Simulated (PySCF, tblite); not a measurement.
# C5H3ClFSe radical: geometry, infrared bands and EPR parameters

What infrared bands and EPR parameters should C5H3ClFSe radical (`[CH2]c1cc(Cl)[se]c1F`) show?

Programs: tblite 0.8.0 and PySCF 2.14.0, with density-fitted response routines of our own. Each step states its level of theory. These are calculated values for one molecule in the gas phase, unless marked as measured. Atoms count from 0, in the outputs and in this text.

## 1. The starting structure

11 atoms, charge 0, multiplicity 2; geometry from: force field or distance geometry start.

Bonds of the start (Å): C0–C1 1.53, C1–C2 1.35, C2–C3 1.36, C3–Cl4 1.78, C3–Se5 2.00, Se5–C6 1.97, C6–F7 1.37, C6–C1 1.36, C0–H8 1.11, C0–H9 1.11, C2–H10 1.13.

## 2. Geometry optimisation with GFN2-xTB

The job: settings as JSON, then the geometry in Å.

```
{"job": {"kind": "relax", "xc": "GFN2-xTB", "basis": "xTB"}, "charge": 0, "multiplicity": 2}
C     -1.620200    -0.874000    -0.530200
C     -0.422100    -0.000600    -0.144600
C      0.831600    -0.485700    -0.211800
C      1.888500     0.293000     0.129900
Cl     3.597700    -0.195100     0.099600
Se     1.116400     2.047100     0.711500
C     -0.648500     1.266200     0.299100
F     -1.846000     1.913000     0.449400
H     -2.510700    -0.499600     0.021900
H     -1.403900    -1.926900    -0.270600
H      1.022600    -1.534800    -0.580200
```

Run with:

```sh
$ OMP_NUM_THREADS=1 python probes_run.py task.json out
```

One launch serves the whole session: the jobs run in the order shown.

Log:

```text
step      E/eV     max force
  0    -668.05675    6.578
  1    -668.76471    2.414
  2    -668.96326    1.621
  3    -669.25831    0.910
  4    -669.34513    0.818
  5    -669.39145    0.697
  6    -669.42347    0.542
  7    -669.44746    0.324
  8    -669.45852    0.423
  9    -669.47284    0.387
 10    -669.48410    0.310
 11    -669.49068    0.192
 12    -669.49342    0.137
 13    -669.49572    0.157
 14    -669.49863    0.169
 15    -669.50150    0.162
 16    -669.50383    0.165
 17    -669.50580    0.168
 18    -669.50773    0.146
 19    -669.50981    0.139
 20    -669.51203    0.160
 21    -669.51408    0.158
 22    -669.51574    0.131
 23    -669.51696    0.095
 24    -669.51772    0.077
 25    -669.51811    0.038
 26    -669.51832    0.041
 27    -669.51848    0.035
 28    -669.51868    0.051
 29    -669.51891    0.052
 30    -669.51908    0.030
 31    -669.51916    0.020
 32    -669.51920    0.018
 33    -669.51924    0.024
 34    -669.51932    0.028
 35    -669.51941    0.028
 36    -669.51948    0.017
 37    -669.51952    0.015
 38    -669.51954    0.015
 39    -669.51957    0.015
 40    -669.51959    0.011
 41    -669.51960    0.008
```

It took 1.2 s on 1 thread of Intel Xeon at 2.50GHz, shared host.

Along the way: (not every step is listed)

```
step  energy from step 0 (eV)  largest force (eV/Å)
   0                   0.0000                6.5779
   1                  -0.7080                2.4135
   2                  -0.9065                1.6212
   3                  -1.2016                0.9102
   4                  -1.2884                0.8175
   5                  -1.3347                0.6969
   6                  -1.3667                0.5418
   7                  -1.3907                0.3237
   8                  -1.4018                0.4231
  10                  -1.4274                0.3098
  12                  -1.4367                0.1374
  14                  -1.4419                0.1691
  16                  -1.4471                0.1648
  18                  -1.4510                0.1457
  20                  -1.4553                0.1604
  22                  -1.4590                0.1311
  24                  -1.4610                0.0773
  26                  -1.4616                0.0410
  28                  -1.4619                0.0512
  30                  -1.4623                0.0296
  32                  -1.4624                0.0185
  34                  -1.4626                0.0283
  36                  -1.4627                0.0172
  37                  -1.4628                0.0148
  38                  -1.4628                0.0147
  39                  -1.4628                0.0145
  40                  -1.4628                0.0109
  41                  -1.4629                0.0079
```

Distances of close pairs at the start and the end, largest changes first:

```
  bond  before (Å)  after (Å)  change (Å)
 C0–C1       1.532      1.371      -0.161
Se5–C6       1.974      1.857      -0.117
C3–Se5       2.003      1.901      -0.102
 C1–C2       1.346      1.447      +0.101
C3–Cl4       1.778      1.705      -0.073
C2–H10       1.128      1.076      -0.052
 C1–C6       1.361      1.405      +0.044
 C0–H8       1.113      1.074      -0.039
```

The final coordinates are the input of the step that follows.

## 3. Vibrational analysis with GFN2-xTB

The job: settings as JSON, then the geometry in Å.

```
{"job": {"kind": "ir", "xc": "GFN2-xTB", "basis": "xTB"}, "charge": 0, "multiplicity": 2}
C     -1.613061    -0.886252    -0.270366
C     -0.499718    -0.119375    -0.042457
C      0.864157    -0.587871    -0.159960
C      1.816761     0.321048     0.107599
Cl     3.501340     0.064910     0.055441
Se     1.137010     2.030939     0.583327
C     -0.521887     1.232997     0.338879
F     -1.642389     1.937439     0.526671
H     -2.598264    -0.473023    -0.163052
H     -1.521415    -1.915141    -0.560462
H      1.082891    -1.603001    -0.441584
```

Log:

```text
mode    cm-1     km/mol
  1     100.1      1.47
  2     163.2      0.05
  3     173.9      0.53
  4     243.2      0.28
  5     247.0      2.59
  6     299.6      0.57
  7     333.7      9.50
  8     378.2      0.84
  9     452.9      0.38
 10     514.7      0.14
 11     552.7      0.78
 12     552.9      0.20
 13     621.9     11.82
 14     740.8     35.36
 15     802.4     18.29
 16     868.7     40.54
 17     943.0      1.69
 18    1009.2     41.51
 19    1163.5     21.44
 20    1180.7    144.20
 21    1360.5     21.68
 22    1398.4     43.87
 23    1488.1      1.62
 24    1541.6     28.26
 25    3124.2      4.42
 26    3135.3      0.59
 27    3176.0      9.99
```

Wall time 2.3 s (1 thread of Intel Xeon at 2.50GHz, shared host).

The strongest bands and the atoms that carry them (share of the mass-weighted mode):

```
cm⁻¹  km/mol                                atoms
 741    35.4            H8 44 %, H9 31 %, C0 24 %
 869    40.5                     C3 74 %, C2 11 %
1009    41.5            C6 61 %, C0 14 %, H9 13 %
1164    21.4                    H10 58 %, C6 15 %
1181   144.2  C2 23 %, C6 22 %, H10 15 %, C1 13 %
1360    21.7   C1 36 %, H8 26 %, C6 15 %, H9 11 %
1398    43.9   C6 29 %, H9 25 %, C1 24 %, H8 15 %
1542    28.3                     C2 51 %, C3 46 %
```

## 4. EPR parameters: B3LYP/def2-TZVP-core+pcH-1

The job, as its differences from that of step 3:

```diff
@@ -1,2 +1,2 @@
-{"job": {"kind": "ir", "xc": "GFN2-xTB", "basis": "xTB"}, "charge": 0, "multiplicity": 2}
+{"job": {"kind": "epr", "basis": "pcH-1"}, "charge": 0, "multiplicity": 2}
 C     -1.613061    -0.886252    -0.270366
```

Level: UKS B3LYP, def2-TZVP-core on Se, pcH-1 on C Cl F H, non-relativistic, mean-field spin-orbit, GIAO.

Log:

```text
UKS, coarse grid
  cycle   1  E = -3153.79448889  |g| = 1.52e+00
  cycle   2  E = -3153.53353711  |g| = 1.04e+00
  cycle   3  E = -3153.61384642  |g| = 7.68e-01
  cycle   4  E = -3153.90517252  |g| = 1.70e-01
  cycle   5  E = -3153.91660428  |g| = 6.61e-02
  cycle   6  E = -3153.91835071  |g| = 2.50e-02
  cycle   7  E = -3153.91865971  |g| = 9.18e-03
  cycle   8  E = -3153.91872390  |g| = 6.20e-03
  cycle   9  E = -3153.91877448  |g| = 2.39e-03
  cycle  10  E = -3153.91877984  |g| = 9.99e-04
UKS, final grid
  cycle   1  E = -3153.91868992  |g| = 1.06e-03
  cycle   2  E = -3153.91868955  |g| = 1.72e-03
  cycle   3  E = -3153.91869103  |g| = 2.90e-04
  cycle   4  E = -3153.91869117  |g| = 2.34e-04
  cycle   5  E = -3153.91869131  |g| = 1.19e-04
  cycle   6  E = -3153.91869132  |g| = 4.25e-05
  cycle   7  E = -3153.91869132  |g| = 9.79e-06
E = -3153.91869132 Eh   <S^2> = 0.7784 (exact 0.7500)
g shifts (ppm)      1          2          3
  rmc          -176       -176       -176
  gc             47          0         37
  oz_so       -3998       -201       8653
  total       -4125       -376       8516
hyperfine (MHz)  atom isotope    a_iso     a_fc   dipolar eigenvalues
    0   13C      55.55      55.87    -53.99    -52.52    106.51
    1   13C     -44.45     -44.51    -22.66      8.46     14.20
    2   13C       8.68       8.69     -4.70     -3.33      8.03
    3   13C     -11.78     -11.42    -11.49      5.17      6.33
    4  35Cl      -0.48      -0.35     -2.14      0.50      1.64
    5  77Se      -5.80       0.21    -53.80    -23.12     76.92
    6   13C      67.10      65.90    -48.95    -44.91     93.86
    7   19F      76.86      73.88   -128.05   -100.62    228.67
    8    1H     -42.78     -42.75    -23.36     -1.21     24.57
    9    1H     -43.66     -43.63    -26.22     -0.23     26.45
   10    1H      -5.21      -5.22     -1.85     -1.73      3.58
```

It took 7.2 min on 1 thread of Intel Xeon at 2.50GHz, shared host; peak memory 1.4 GiB.

Principal g values 1.99819, 2.00194, 2.01084; g(iso) = 2.00366, against 2.00232 for a free electron.

Hyperfine couplings; where a row names several nuclei, a(iso) is their mean (it holds for fast rotation or exchange) and the dipolar term the largest among them:

```
nuclei  isotope  a(iso) (MHz)  a(iso) (G, at g = 2.0023)  largest dipolar term (MHz)
    F7      19F          76.9                       27.4                       228.7
    C6      13C          67.1                       23.9                        93.9
    C0      13C          55.6                       19.8                       106.5
    C1      13C         -44.5                      -15.9                       -22.7
H8, H9       1H         -43.2                      -15.4                        26.5
    C3      13C         -11.8                       -4.2                       -11.5
    C2      13C           8.7                        3.1                         8.0
   Se5     77Se          -5.8                       -2.1                        76.9
   H10       1H          -5.2                       -1.9                         3.6
   Cl4     35Cl          -0.5                       -0.2                        -2.1
```

Mulliken spin populations:

```
atom  value (e)
  C0       0.72
  C1      -0.21
  C2       0.06
  C3      -0.06
 Cl4       0.00
 Se5       0.06
  C6       0.47
  F7       0.03
  H8      -0.03
  H9      -0.03
 H10       0.00
```

In first order the couplings over 0.8 MHz of 19F, 1H give 12 distinct lines over 60.1 G, if the averaged nuclei exchange fast.

The fields below are evaluated on a grid from the run's orbitals.

ELF in a plane through or near 11 of the atoms.

Ten even steps from '0' (0.00) to '9' (1.00):
```
0000000000000000000000000000
0000000000000000000000000000
0000000012210000000000000000
0000000367752004641000000000
0000001688763017875100000000
0000000672524427458300000000
0000000454455837787300000000
0001210043226551310001000000
0003674158841478400598100000
0015898653241431547999600000
0016844782385821845999500000
0014726653718665611664000000
0002688830377620489720000000
0001478610799920799960000000
0000145300799910699960000000
0000000000399600178610000000
0000000000012000000000000000
0000000000000000000000000000
0000000000000000000000000000
0000000000000000000000000000
```
The map spans 12.1 Å across and 9.7 Å up, centred on the molecule. Atoms in the plane (x, y in Å): C0 (1.8, -0.6), C1 (0.5, 0.0), C2 (-0.7, -0.8), C3 (-1.8, 0.0), Cl4 (-3.5, -0.6), Se5 (-1.5, 1.9), C6 (0.3, 1.4), F7 (1.3, 2.3), H8 (2.6, 0.0), H9 (1.9, -1.7), H10 (-0.8, -1.8).

log10 of the density (e/Å³) in the same plane.

Ten even steps from '0' (-4.0) to '9' (2.4):
```
0000000111100000000000000000
0000000112211100110000000000
0000001223332222332100000000
0000012344444334544310000000
0000012455554445665420000000
0000123456875556876430000000
0001123457986666765431000000
0012333456666686554332100000
0123444456655666544443210000
0234566667665667655654310000
0234568667666667666664310000
0234578655668665677653210000
0234566654566655566543210000
0123445444566544466542100000
0012333333455433445432100000
0001122222333322233321000000
0000001101122211122110000000
0000000000000000000000000000
0000000000000000000000000000
0000000000000000000000000000
```
The map spans 12.1 Å across and 9.7 Å up, centred on the molecule. Atoms in the plane (x, y in Å): C0 (1.8, -0.6), C1 (0.5, 0.0), C2 (-0.7, -0.8), C3 (-1.8, 0.0), Cl4 (-3.5, -0.6), Se5 (-1.5, 1.9), C6 (0.3, 1.4), F7 (1.3, 2.3), H8 (2.6, 0.0), H9 (1.9, -1.7), H10 (-0.8, -1.8).

On the surface of density 0.002 e/bohr³ the electrostatic potential runs, from the 1st to the 99th percentile, from -0.44 V near F7 to 1.22 V near H10.

The spin density lies nearest to C0, C6 about 31 % each; Se5 8 %; C1 8 % (beta excess).

## 5. Results

| quantity | value |
| --- | --- |
| strongest single infrared mode (GFN2-xTB) | 1181 cm⁻¹, 144 km/mol |
| zero-point energy (GFN2-xTB) | 38.0 kcal/mol |
| g(iso) (B3LYP) | 2.00366 |
| ⟨S²⟩ | 0.778 (exact 0.75) |
| largest a(iso) (averaged by class) | 19F on F7, 76.9 MHz |
| surface potential, 1st and 99th percentile | -0.44 V and 1.22 V |

What this shows: Relaxing lowered the energy by 1.463 eV in 41 steps; the close pair that moved most is C0–C1, from 1.532 to 1.371 Å. All 27 modes are real, so the xTB geometry is a minimum. The strongest single mode, at 1181 cm⁻¹, is carried by C2, C6, H10, C1. Unscaled tight-binding wavenumbers are off by several per cent, some by more. Its intensities can rank the bands wrongly. The largest share of the spin, 0.72 e, sits on C0. The isotropic g lies 1.3 ppt above the free-electron value. The hyperfine terms hold no scalar relativity, which the heavier nuclei need.
